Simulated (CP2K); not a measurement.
# BNH3F3 (SMILES [NH3+][B-](F)(F)F) at wB97X/cc-pVDZ

What is the energy change on altering one bond length of BNH3F3 at wB97X/cc-pVDZ? 

The calculation is run with CP2K 2026.2.

1 further run of the same task is left out (set aside as unsound or not needed).

### 1 The system as given

BNH3F3: 8 atoms, total charge 0, spin state singlet. As SMILES, `[NH3+][B-](F)(F)F`. The coordinates come from a PBE0-D4/def2-TZVP relaxation.

Bond lengths: N1–B2 1.674 Å, B2–F3 1.368 Å, B2–F4 1.368 Å, B2–F5 1.368 Å, N1–H6 1.015 Å, N1–H7 1.015 Å, N1–H8 1.015 Å. Some angles: N1–B2–F3 104.1°, N1–B2–F4 104.1°, N1–B2–F5 104.1°, F3–B2–F4 114.2°, F3–B2–F5 114.2°, F4–B2–F5 114.2°, B2–N1–H6 110.1°, B2–N1–H7 110.1°, B2–N1–H8 110.1°, H6–N1–H7 108.9°.

### 2 The energy at wB97X/cc-pVDZ

File molecule.xyz:

```xyz
8

N     -0.501800    -0.052400     0.645700
B      0.531500     0.038700    -0.668100
F      1.521100    -0.860400    -0.378100
F     -0.251400    -0.312100    -1.733900
F      0.943600     1.343300    -0.679400
H     -1.280300     0.587300     0.522000
H     -0.006300     0.194600     1.496700
H     -0.864300    -0.996100     0.739300
```

File qs.inp:

```
&GLOBAL
  PROJECT qs
  RUN_TYPE ENERGY
  PRINT_LEVEL MEDIUM
&END GLOBAL
&FORCE_EVAL
  METHOD QUICKSTEP
  &DFT
    BASIS_SET_FILE_NAME ./cc_pvdz.basis
    POTENTIAL_FILE_NAME POTENTIAL
    # Quickstep
    &QS
      METHOD GAPW
      EPS_DEFAULT 1.0E-10
    &END QS
    # plane-wave cutoff in Ry
    &MGRID
      CUTOFF 280
      REL_CUTOFF 50
      NGRIDS 4
    &END MGRID
    # no periodic images
    &POISSON
      PERIODIC NONE
      POISSON_SOLVER MULTIPOLE
    &END POISSON
    &SCF
      SCF_GUESS ATOMIC
      EPS_SCF 1.0E-07
      MAX_SCF 80
      ADDED_MOS 5
      &DIAGONALIZATION
        ALGORITHM STANDARD
      &END DIAGONALIZATION
      &MIXING
        METHOD DIRECT_P_MIXING
        ALPHA 0.4
      &END MIXING
    &END SCF
    &XC
      &XC_FUNCTIONAL
        &HYB_GGA_XC_WB97X
        &END HYB_GGA_XC_WB97X
      &END XC_FUNCTIONAL
      # exact exchange
      &HF
        FRACTION 1.0
        &SCREENING
          EPS_SCHWARZ 1.0E-10
        &END SCREENING
        &INTERACTION_POTENTIAL
          POTENTIAL_TYPE MIX_CL
          SCALE_COULOMB 0.157706
          SCALE_LONGRANGE 0.842294
          OMEGA 0.3
        &END INTERACTION_POTENTIAL
        &MEMORY
          MAX_MEMORY 1050
        &END MEMORY
      &END HF
    &END XC
    &PRINT
      &MOMENTS
        PERIODIC F
        REFERENCE COM
        MAX_MOMENT 1
      &END MOMENTS
      &MO ON
        ENERGIES T
        OCCUPATION_NUMBERS T
        NDIGITS 6
        &EACH
          QS_SCF 0
        &END EACH
        ADD_LAST NUMERIC
      &END MO
      &LOWDIN ON
      &END LOWDIN
      &HIRSHFELD OFF
      &END HIRSHFELD
      &MO_MOLDEN ON
        NDIGITS 8
      &END MO_MOLDEN
    &END PRINT
  &END DFT
  # structure
  &SUBSYS
    &CELL
      ABC 9.8 9.3 10.2
      PERIODIC NONE
    &END CELL
    &TOPOLOGY
      COORD_FILE_NAME molecule.xyz
      COORD_FILE_FORMAT XYZ
      &CENTER_COORDINATES
      &END CENTER_COORDINATES
    &END TOPOLOGY
    &KIND N
      BASIS_SET cc-pVDZ
      POTENTIAL ALL
      LEBEDEV_GRID 194
      RADIAL_GRID 100
    &END KIND
    &KIND B
      BASIS_SET cc-pVDZ
      POTENTIAL ALL
      LEBEDEV_GRID 194
      RADIAL_GRID 100
    &END KIND
    &KIND F
      BASIS_SET cc-pVDZ
      POTENTIAL ALL
      LEBEDEV_GRID 194
      RADIAL_GRID 100
    &END KIND
    &KIND H
      BASIS_SET cc-pVDZ
      POTENTIAL ALL
      LEBEDEV_GRID 194
      RADIAL_GRID 100
    &END KIND
  &END SUBSYS
&END FORCE_EVAL
```

Launch:

```
$ OMP_NUM_THREADS=1 cp2k.psmp -i qs.inp -o qs.out
```

The log of the run:

```text
CP2K| version string:                                       CP2K version 2026.2
[...]
 GLOBAL| Method name                                                        CP2K
[...]
 GLOBAL| Run type                                                         ENERGY
[...]
 DFT| Spin restricted Kohn-Sham (RKS) calculation                            RKS
 DFT| Multiplicity                                                             1
[...]
 DFT| Charge                                                                   0
[...]
 FUNCTIONAL| HYB_GGA_XC_WB97X:
[...]
 QS| Method:                                                                GAPW
[...]
 QS| Density cutoff [a.u.]:                                                140.0
[...]
 QS| Relative density cutoff [a.u.]:                                        25.0
[...]
                             - Atoms:                                          8
[...]
                             - Spherical basis functions:                     85
[...]
 Number of electrons:                                                         42
[...]
     1 P_Mix/Diag. 0.40E+00   10.3     1.09343764      -381.6816957128 -3.82E+02
[...]
    16 DIIS/Diag.  0.25E-07    1.9     0.00000007      -381.0778093257 -6.25E-13
  *** SCF run converged in    16 steps ***
[...]
  Overlap energy of the core charge distribution:               0.00000591850808
  Self energy of the core charge distribution:               -381.97350548299426
  Core Hamiltonian energy:                                    -25.98581782511289
  Hartree energy:                                              84.30252799640471
  Exchange-correlation energy:                                 -9.40770024560269
  Hartree-Fock Exchange energy:                               -12.29745578078441
[...]
                     Mulliken Population Analysis
 #  Atom  Element  Kind  Atomic population                           Net charge
       1     N        1          6.973898                              0.026102
       2     B        2          4.841877                              0.158123
       3     F        3          9.203955                             -0.203955
       4     F        3          9.204106                             -0.204106
       5     F        3          9.203557                             -0.203557
       6     H        4          0.857544                              0.142456
       7     H        4          0.857302                              0.142698
       8     H        4          0.857760                              0.142240
 # Total charge                             42.000000                 -0.000000
[...]
  Dipole moment [Debye]
    X= -0.3881589E+01 Y= -0.3437865E+00 Z=  0.4931457E+01  Total=      6.2852360
 ENERGY| Total FORCE_EVAL ( QS ) energy [hartree]           -381.077809325691248
[...]
```

Wall time 42 s (1 thread of Intel Xeon Platinum 8259CL at 2.50GHz (Skylake/Cascade Lake), shared host); peak memory 0.61 GiB.

### 3 The distorted shape, same level

File molecule.xyz:

```xyz
8

N     -0.898177    -0.249988    -0.035060
B      0.135123    -0.158888    -1.348860
F      1.124723    -1.057988    -1.058860
F     -0.647777    -0.509688    -2.414660
F      0.547223     1.145712    -1.360160
H     -1.676677     0.389712    -0.158760
H     -0.006300     0.194600     1.496700
H     -1.260677    -1.193688     0.058540
```

File qs.inp:

```
&GLOBAL
    PROJECT_NAME qs
    RUN_TYPE ENERGY
    PRINT_LEVEL MEDIUM
&END GLOBAL
&FORCE_EVAL
    METHOD Quickstep
    &DFT
        BASIS_SET_FILE_NAME ./cc_pvdz.basis
        POTENTIAL_FILE_NAME POTENTIAL
        &QS
            METHOD GAPW
            EPS_DEFAULT 1.0E-10
        &END QS
        &MGRID
            CUTOFF 280
            REL_CUTOFF 50
            NGRIDS 4
        &END MGRID
        &POISSON
            PERIODIC NONE
            POISSON_SOLVER MULTIPOLE
        &END POISSON
        &SCF
            SCF_GUESS ATOMIC
            EPS_SCF 1.0E-07
            MAX_SCF 80
            ADDED_MOS 10
            &DIAGONALIZATION
                ALGORITHM STANDARD
            &END DIAGONALIZATION
            &MIXING
                METHOD DIRECT_P_MIXING
                ALPHA 0.4
            &END MIXING
        &END SCF
        &XC
            &XC_FUNCTIONAL
                &HYB_GGA_XC_WB97X
                &END HYB_GGA_XC_WB97X
            &END XC_FUNCTIONAL
            &HF
                FRACTION 1.0
                &SCREENING
                    EPS_SCHWARZ 1.0E-10
                &END SCREENING
                &INTERACTION_POTENTIAL
                    POTENTIAL_TYPE MIX_CL
                    SCALE_COULOMB 0.157706
                    SCALE_LONGRANGE 0.842294
                    OMEGA 0.3
                &END INTERACTION_POTENTIAL
                &MEMORY
                    MAX_MEMORY 1050
                &END MEMORY
            &END HF
        &END XC
        &PRINT
            &MOMENTS
                PERIODIC F
                REFERENCE COM
                MAX_MOMENT 1
            &END MOMENTS
            &MO ON
                ENERGIES T
                OCCUPATION_NUMBERS T
                NDIGITS 6
                &EACH
                    QS_SCF 0
                &END EACH
                ADD_LAST NUMERIC
            &END MO
            &LOWDIN ON
            &END LOWDIN
            &HIRSHFELD OFF
            &END HIRSHFELD
            &MO_MOLDEN ON
                NDIGITS 8
            &END MO_MOLDEN
        &END PRINT
    &END DFT
    &SUBSYS
        &CELL
            ABC 9.8 9.3 10.9
            PERIODIC NONE
        &END CELL
        &TOPOLOGY
            COORD_FILE_NAME molecule.xyz
            COORD_FILE_FORMAT XYZ
            &CENTER_COORDINATES
            &END CENTER_COORDINATES
        &END TOPOLOGY
        &KIND N
            BASIS_SET cc-pVDZ
            POTENTIAL ALL
            LEBEDEV_GRID 194
            RADIAL_GRID 100
        &END KIND
        &KIND B
            BASIS_SET cc-pVDZ
            POTENTIAL ALL
            LEBEDEV_GRID 194
            RADIAL_GRID 100
        &END KIND
        &KIND F
            BASIS_SET cc-pVDZ
            POTENTIAL ALL
            LEBEDEV_GRID 194
            RADIAL_GRID 100
        &END KIND
        &KIND H
            BASIS_SET cc-pVDZ
            POTENTIAL ALL
            LEBEDEV_GRID 194
            RADIAL_GRID 100
        &END KIND
    &END SUBSYS
&END FORCE_EVAL
```

Launch:

```
$ OMP_NUM_THREADS=1 cp2k.psmp -i qs.inp > qs.out 2>&1
```

The log of the run (excerpt; [...] marks lines left out):

```text
CP2K| version string:                                       CP2K version 2026.2
[...]
 GLOBAL| Method name                                                        CP2K
[...]
 GLOBAL| Run type                                                         ENERGY
[...]
 DFT| Spin restricted Kohn-Sham (RKS) calculation                            RKS
 DFT| Multiplicity                                                             1
[...]
 DFT| Charge                                                                   0
[...]
 FUNCTIONAL| HYB_GGA_XC_WB97X:
[...]
 QS| Method:                                                                GAPW
[...]
 QS| Density cutoff [a.u.]:                                                140.0
[...]
 QS| Relative density cutoff [a.u.]:                                        25.0
[...]
                             - Atoms:                                          8
[...]
                             - Spherical basis functions:                     85
[...]
 Number of electrons:                                                         42
[...]
     1 P_Mix/Diag. 0.40E+00   10.2     1.08227036      -381.3049262491 -3.81E+02
[...]
    18 DIIS/Diag.  0.49E-07    2.1     0.00000004      -380.9298503843 -5.12E-13
  *** SCF run converged in    18 steps ***
[...]
  Overlap energy of the core charge distribution:               0.00000574138696
  Self energy of the core charge distribution:               -381.97350548299426
  Core Hamiltonian energy:                                    -26.40799988150706
  Hartree energy:                                              84.69958241578482
  Exchange-correlation energy:                                 -9.26969656203363
  Hartree-Fock Exchange energy:                               -12.24029097432732
[...]
                     Mulliken Population Analysis
 #  Atom  Element  Kind  Atomic population                           Net charge
       1     N        1          7.114821                             -0.114821
       2     B        2          4.830661                              0.169339
       3     F        3          9.205039                             -0.205039
       4     F        3          9.196017                             -0.196017
[...]
  Dipole moment [Debye]
    X= -0.3497016E+01 Y= -0.1682024E+00 Z=  0.5474870E+01  Total=      6.4985855
 ENERGY| Total FORCE_EVAL ( QS ) energy [hartree]           -380.929850384303336
[...]
```

Wall time 49 s (1 thread of Intel Xeon Platinum 8259CL at 2.50GHz (Skylake/Cascade Lake), shared host); peak memory 0.65 GiB.

### 4 What came out

At wB97X/cc-pVDZ:

```
                                                         quantity          value
                                        first shape: total energy  -381.07781 Eh
                                       first shape: dipole moment         6.29 D
                                         first shape: HOMO energy      -12.22 eV
                                         first shape: LUMO energy        2.85 eV
                                       first shape: HOMO–LUMO gap       15.07 eV
                                    distorted shape: total energy  -380.92985 Eh
                                   distorted shape: dipole moment         6.50 D
                                     distorted shape: HOMO energy      -12.11 eV
                                     distorted shape: LUMO energy       -2.32 eV
                                   distorted shape: HOMO–LUMO gap        9.79 eV
energy change with the N1–H7 bond stretched from 1.015 to 1.827 Å       4.026 eV
```

What this shows: With the N1–H7 bond stretched from 1.015 to 1.827 Å the energy rises by 4.03 eV (388 kJ/mol). The first shape isn't relaxed at this level, so the change isn't measured from a minimum.
